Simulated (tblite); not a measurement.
# C6H11ClOSi2: the cost of one run

The runs use tblite 0.8.0 and PySCF 2.14.0, with density-fitted response routines of our own; the level of theory stands in each step. All values are computed, except where a source is named. Atoms are numbered from 0 throughout.

## 1. The molecule as given

21 atoms, charge 0, multiplicity 1; geometry from: force field or distance geometry start.

Bonds of the start (Å): C0–C1 1.21, C1–Si2 1.88, Si2–Cl3 2.04, Si2–C4 1.90, C4–C5 1.53, C5–C6 1.53, C6–Si7 1.89, Si7–O8 1.67, Si7–C9 1.85, C9–Si2 1.86, C0–H10 1.06, C4–H11 1.09, C4–H12 1.10, C5–H13 1.10, C5–H14 1.10, C6–H15 1.11, C6–H16 1.09, Si7–H17 1.48, O8–H18 0.98, C9–H19 1.09, C9–H20 1.09.

## 2. Relaxing the molecule with GFN2-xTB

What the job is given:

```
{"job": {"kind": "relax", "xc": "GFN2-xTB", "basis": "xTB"}, "charge": 0, "multiplicity": 1}
C      3.975500     0.725200    -1.388900
C      2.949800     0.520000    -0.787600
Si     1.376700     0.176400     0.186400
Cl     1.883000     0.097600     2.164700
C      0.152000     1.612000    -0.045600
C     -1.229800     1.417000     0.590400
C     -1.976000     0.202000     0.038900
Si    -1.112800    -1.454200     0.341900
O     -2.007200    -2.721600    -0.281200
C      0.600600    -1.431500    -0.346200
H      4.866100     0.914000    -1.926000
H      0.605500     2.520300     0.356200
H      0.020000     1.782400    -1.119300
H     -1.117600     1.334100     1.680400
H     -1.831600     2.323000     0.407000
H     -2.971500     0.157900     0.518900
H     -2.134700     0.326800    -1.031800
H     -1.071700    -1.686300     1.798500
H     -2.745700    -3.036000     0.274400
H      0.575300    -1.482200    -1.437500
H      1.185100    -2.279900     0.006200
```

Launch:

```bash
$ OMP_NUM_THREADS=1 python probes_run.py task.json out
```

The driver reads the jobs from task.json and runs them one after another.

**Question.** How long does this first job take on 1 thread of Arm Neoverse N1, shared host, and how much memory does it need?

About 1.6 s, with a peak of 0.18 GiB.
